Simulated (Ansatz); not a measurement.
## Al2H5PS2, SMILES [AlH2][Al]([SH])[S]P: vertical spin-state energies, step by step

Program: Ansatz 0.2.0, Python API.

The cells in order, each with its output:

```python
import warnings

import ansatz as az
```

```python
BASIS_SET = "def2-SVP"
FUNCTIONAL = "cam_b3lyp"

GEOMETRY = """
Al   -1.51030    1.62000    1.16240
Al   -0.48080   -0.40660    0.29820
S    -1.72770   -1.93340   -0.85820
S     1.81570   -0.72290    0.61740
P     2.23550    0.26680   -1.23970
H    -3.11850    1.92320    0.90600
H    -0.66420    2.75360    1.93990
H    -1.97340   -2.61600    0.32900
H     1.86810   -0.83980   -2.01440
H     3.63870   -0.09600   -1.13770
"""

warnings.simplefilter("ignore", az.DeckWarning)
```

```python
geometry = az.Crystal.molecule()
for line in GEOMETRY.strip().splitlines():
    symbol, *xyz = line.split()
    geometry = geometry.atom(symbol, [float(v) for v in xyz])
```

```python
setup = geometry.calculation().basis(gaussian=BASIS_SET).functional(FUNCTIONAL)
found = {}
for unpaired in [0, 2]:
    rep = setup.spin("collinear", total=unpaired).run(threads=1).report
    s = unpaired / 2
    found[unpaired] = rep["free_energy_ev"]
    print(f"2S+1 = {unpaired + 1}: E = {found[unpaired]:.5f} eV, <S^2> = {abs(rep['mean_field']['state']['spin_squared']):.3f} (pure state {s * (s + 1):.2f})")
lowest = min(found, key=found.get)
for unpaired, e in found.items():
    print(f"multiplicity {unpaired + 1}: {23.060548 * (e - found[lowest]):.1f} kcal/mol above the lowest")
```

    2S+1 = 1: E = -44222.48316 eV, <S^2> = 0.000 (pure state 0.00)
    2S+1 = 3: E = -44220.41166 eV, <S^2> = 2.009 (pure state 2.00)
    multiplicity 1: 0.0 kcal/mol above the lowest
    multiplicity 3: 47.8 kcal/mol above the lowest

In order: multiplicity 1 (+0.00 eV) and multiplicity 3 (+2.07 eV), all at the one geometry.

Caveats:
- Total energies depend on the basis set; only differences at equal settings carry meaning.
- The geometry is a force-field or estimated start, not a minimum of this method, and the basis set is short of its limit. All parts are taken at fixed geometry, without zero-point energy.
- Timing: 26 s on 1 thread of Intel(R) Xeon(R) Processor @ 2.30GHz, with other jobs on the host, peak memory 0.58 GiB.
